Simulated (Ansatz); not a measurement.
Write a Python script for Ansatz 0.2.0 through its Python package that makes a short molecular-dynamics run of AlBH₄SSi, SMILES [SiH3][B]1[AlH][S]1. Level of theory: PBE0, 6-31G basis, multiplicity 1.

```yaml
atoms:
  - { symbol: Si, position_ang: [-0.3943, 1.2741, -0.5306] }
  - { symbol: B, position_ang: [0.6623, -0.0394, 0.2888] }
  - { symbol: Al, position_ang: [0.4457, -2.0508, 1.0724] }
  - { symbol: S, position_ang: [2.2464, -1.2092, 0.1459] }
  - { symbol: H, position_ang: [-1.0312, 0.7679, -1.7919] }
  - { symbol: H, position_ang: [-1.5144, 1.7254, 0.3843] }
  - { symbol: H, position_ang: [0.4079, 2.4949, -0.8634] }
  - { symbol: H, position_ang: [-0.7301, -3.0200, 1.2388] }
```

Script `albh4ssi_md.py`:
```python
'''A short Born-Oppenheimer trajectory of AlBH4SSi.'''

import ansatz as az
import numpy as np

geometry_ang = [
    ('Si', [-0.3943, 1.2741, -0.5306]),
    ('B', [0.6623, -0.0394, 0.2888]),
    ('Al', [0.4457, -2.0508, 1.0724]),
    ('S', [2.2464, -1.2092, 0.1459]),
    ('H', [-1.0312, 0.7679, -1.7919]),
    ('H', [-1.5144, 1.7254, 0.3843]),
    ('H', [0.4079, 2.4949, -0.8634]),
    ('H', [-0.7301, -3.02, 1.2388]),
]
albh4ssi = az.Crystal.molecule()
for symbol, xyz in geometry_ang:
    albh4ssi = albh4ssi.atom(symbol, xyz)

calc = albh4ssi.calculation()
calc = calc.basis(gaussian='6-31G')
calc = calc.functional('pbe0')
calc = calc.md('nvt_nose_hoover', timestep=0.5, steps=40, temperature=800, initial_velocities='maxwell_boltzmann', seed=38, thermostat_time=50)
frames = []
result = calc.session().plan().execute(on_event=lambda e: frames.append(e['data']) if e['event'] == 'md_step' else None)
print('t (fs)   E_pot (eV)      E_kin (eV)   T (K)   d(0-1) (A)')
for f in frames[::1]:
    xyz = np.array(f['positions_ang'])
    print(f'{f["time_fs"]:6.2f} {f["lagrangian_ev"]:14.5f} {f["e_kin_ev"]:10.5f} {f["temperature_k"]:8.1f} {np.linalg.norm(xyz[0] - xyz[1]):9.4f}')
kept = np.array([f['conserved_ev'] for f in frames])
print(f'conserved energy moves by at most {1000 * np.ptp(kept):.3f} meV')
symbols = [site.symbol for site in albh4ssi.cartesian_sites]
with open('last_frame.xyz', 'w') as handle:
    handle.write(f'{len(symbols)}\nt = {frames[-1]["time_fs"]} fs\n')
    handle.writelines('{:2s} {:10.5f} {:10.5f} {:10.5f}\n'.format(s, *xyz) for s, xyz in zip(symbols, frames[-1]['positions_ang']))
```

```console
$ python albh4ssi_md.py
t (fs)   E_pot (eV)      E_kin (eV)   T (K)   d(0-1) (A)
  0.00   -26035.31520    0.62045    800.0    1.8743
  0.50   -26035.33266    0.63779    822.4    1.8743
  1.00   -26035.35200    0.65704    847.2    1.8754
  1.50   -26035.37191    0.67689    872.8    1.8777
  2.00   -26035.39170    0.69664    898.2    1.8811
  2.50   -26035.41133    0.71626    923.5    1.8855
  3.00   -26035.43133    0.73624    949.3    1.8911
  3.50   -26035.45257    0.75745    976.6    1.8977
  4.00   -26035.47602    0.78081   1006.8    1.9054
  4.50   -26035.50248    0.80712   1040.7    1.9139
  5.00   -26035.53242    0.83681   1079.0    1.9234
  5.50   -26035.56585    0.86991   1121.7    1.9336
  6.00   -26035.60235    0.90596   1168.1    1.9446
  6.50   -26035.64112    0.94418   1217.4    1.9564
  7.00   -26035.68111    0.98348   1268.1    1.9687
  7.50   -26035.72115    1.02269   1318.7    1.9815
  8.00   -26035.76008    1.06063   1367.6    1.9948
  8.50   -26035.79685    1.09624   1413.5    2.0085
  9.00   -26035.83064    1.12868   1455.3    2.0225
  9.50   -26035.86088    1.15736   1492.3    2.0366
 10.00   -26035.88732    1.18202   1524.1    2.0510
 10.50   -26035.91001    1.20269   1550.7    2.0653
 11.00   -26035.92922    1.21963   1572.6    2.0797
 11.50   -26035.94538    1.23325   1590.1    2.0939
 12.00   -26035.95891    1.24396   1603.9    2.1080
 12.50   -26035.97006    1.25199   1614.3    2.1218
 13.00   -26035.97880    1.25730   1621.2    2.1353
 13.50   -26035.98470    1.25949   1624.0    2.1484
 14.00   -26035.98704    1.25782   1621.8    2.1610
 14.50   -26035.98486    1.25139   1613.5    2.1732
 15.00   -26035.97729    1.23935   1598.0    2.1848
 15.50   -26035.96367    1.22108   1574.5    2.1959
 16.00   -26035.94383    1.19647   1542.7    2.2063
 16.50   -26035.91814    1.16591   1503.3    2.2161
 17.00   -26035.88748    1.13034   1457.4    2.2251
 17.50   -26035.85316    1.09107   1406.8    2.2335
 18.00   -26035.81670    1.04967   1353.4    2.2412
 18.50   -26035.77965    1.00771   1299.3    2.2481
 19.00   -26035.74342    0.96661   1246.3    2.2542
 19.50   -26035.70915    0.92753   1195.9    2.2596
 20.00   -26035.67760    0.89124   1149.2    2.2643
conserved energy moves by at most 0.607 meV
```

`last_frame.xyz`, as written:
```text
8
t = 20.0 fs
Si   -0.49556    1.41899   -0.53602
B     0.74608   -0.32508    0.20119
Al    0.31219   -2.00540    1.06397
S     2.38497   -1.27502    0.17197
H    -0.99351    0.86281   -1.88142
H    -1.67203    1.58450    0.34322
H     0.20608    2.76785   -0.87172
H     0.68100   -3.34213    1.86469
```

What to keep in mind:
- Total energies depend on the basis set; only differences at equal settings carry meaning.
- The trajectory is only some femtoseconds long, so its temperature is not equilibrated; where the script doesn't relax first, it starts from a rough generated geometry.
- The temperature counts the internal degrees of freedom alone.
- Finished in 2 min on 1 thread of Arm Neoverse V1, on a shared host, peak memory 0.18 GiB.
